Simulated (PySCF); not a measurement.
# C3H9PSe (trimethylphosphine selenide): the cost of one run

Programs: PySCF 2.14.0, with density-fitted response routines of our own. Each step states its level of theory. These are calculated values for one molecule, in the gas phase or a continuum, unless marked as measured. Atoms are numbered from 0 throughout.

## 1. The starting structure

14 atoms, charge 0, multiplicity 1; geometry from: GFN2-xTB.

Bonds of the start (Å): C0–P1 1.83, P1–C2 1.83, P1–C3 1.83, P1–Se4 2.10, C0–H5 1.09, C0–H6 1.09, C0–H7 1.09, C2–H8 1.09, C2–H9 1.09, C2–H10 1.09, C3–H11 1.09, C3–H12 1.09, C3–H13 1.09.

## 2. Optimising the geometry at PBE0-D3(BJ)/def2-SVP

Job settings and geometry (Å):

```
{"job": {"xc": "PBE0", "basis": "def2-SVP", "d3": "d3bj", "grid": 1, "kind": "geom"}, "charge": 0, "multiplicity": 1}
C      1.316330    -0.938835    -0.475857
P      0.182442     0.093557     0.527044
C     -0.051967     1.620210    -0.458714
C     -1.432159    -0.768206     0.443088
Se     0.855827     0.440694     2.480968
H      0.943995    -1.069439    -1.489425
H      1.419860    -1.906186     0.013037
H      2.291365    -0.454461    -0.494534
H     -0.771344     2.253061     0.058561
H     -0.404690     1.395914    -1.462834
H      0.900638     2.145324    -0.504574
H     -1.728550    -0.959054    -0.585987
H     -1.346212    -1.706796     0.988636
H     -2.176212    -0.146256     0.938426
```

Launch:

```sh
$ OMP_NUM_THREADS=1 python probes_run.py task.json out
```

The driver reads the jobs from task.json and runs them one after another.

Q: Estimate the wall time and peak memory of this first job on 1 thread of AMD EPYC 9R45, shared host.

About 24 s, with a peak of 0.61 GiB.
